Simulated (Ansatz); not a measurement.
**BeCo (Pm-3m): fixed-spin-moment curve, by script**

Aim: a fixed-spin-moment curve, for BeCo (Pm-3m), run from a script.

Computed with the Python package of Ansatz 0.2.0. Level of theory: DFT PBEsol, plane waves, PAW.

### Step 1. The system

It takes space group Pm-3m (No. 221, cubic). Conventional cell: a = 2.606 Å, b = 2.606 Å, c = 2.606 Å, α = 90.00°, β = 90.00°, γ = 90.00°. Be (site symmetry m-3m) is surrounded by 8 Co at 2.26 Å. Co (site symmetry m-3m) is surrounded by 8 Be at 2.26 Å.

beco.xyz, read by the script:

```xyz
2
Lattice="2.606 0.0 0.0 0.0 2.606 0.0 0.0 0.0 2.606" Properties=species:S:1:pos:R:3 pbc="T T T"
Be    0.00000000    0.00000000    0.00000000
Co    1.30300000    1.30300000    1.30300000
```

### Step 2. The script

Contents of fsm_beco.py:

```python
"""Fixed-spin-moment curve of BeCo."""

import warnings

import ansatz as az


def main() -> None:
    warnings.simplefilter("ignore", az.DeckWarning)

    system = az.Crystal.from_extxyz("beco.xyz")

    setup = (
        system.calculation()
        .functional("pbesol")
        .pseudopotentials("paw")
        .kpoints(spacing=0.29)
        .occupations(az.OccupationsMethod.COLD, width=100 * az.meV)
    )
    # a hard lock holds the total moment, with one Fermi level a spin
    rows = []
    for total in [0.0, 0.6, 1.2, 1.8, 2.4, 3.0]:
        summary = setup.spin("collinear", total=total, lock="hard").run(threads=1).report
        up, down = summary["spin_fermi_energies_ev"]
        rows.append((total, summary["free_energy_ev"], up - down, summary["absolute_magnetization_mub"]))
    reference = rows[0][1]
    rows = [(m, 1000 * (e - reference), split, size) for m, e, split, size in rows]
    lines = [",".join(["total muB", "F - F(0) meV", "EF up - down eV", "absolute muB"])] + [",".join(f"{v:.4f}" if isinstance(v, float) else str(v) for v in row) for row in rows]
    print("\n".join(lines))
    with open("fsm.csv", "w") as handle:
        handle.write("\n".join(lines) + "\n")
    best = min(rows, key=lambda row: row[1])
    print(f"lowest at {best[0]} muB per cell, {best[1]:.1f} meV against the first point")


if __name__ == "__main__":
    main()
```

### Step 3. The input behind the calls

The engine receives this input (first run):

```yaml
crystal:
  lattice:
    - [2.606, 0.0, 0.0]
    - [0.0, 2.606, 0.0]
    - [0.0, 0.0, 2.606]
  atoms:
    - { symbol: Be, position: [0.0, 0.0, 0.0] }
    - { symbol: Co, position: [0.5, 0.5, 0.5] }
kpoints:
  mp_grid:
    kspacing: 0.29
hamiltonian:
  xc: pbesol
  pseudopotentials:
    kind: paw
magnetization:
  spin_polarized: true
  initial_magnetization: 0.0
  spin_locking:
    lock_magnetization: hard
scf:
  occupations:
    method: cold
    width: 0.1
```

### Step 4. The run

The run is started by

```
$ python fsm_beco.py
```

**Question.** At which total moment is the energy lowest, and how steeply does it rise?

**Answer**, as computed:

| quantity | value |
| --- | --- |
| runs compared | 6 |
| range of energy | 1187.42 meV/atom |
| lowest point, total moment held (μB) | 0.6 |

What this shows: The lowest point lies at 0.6 μB a cell, 2.2 meV below the point at 0 μB; at 3 μB the energy is 2375 meV above the lowest. For a metal this k-point mesh is coarse: on a finer one energies can move by several to tens of meV an atom and pressures by half a GPa or more, differences at one mesh by less. Only points where the Fermi levels of the two spins meet (minima, maxima and zero moment) are free solutions; a shallow minimum can lie between the points.
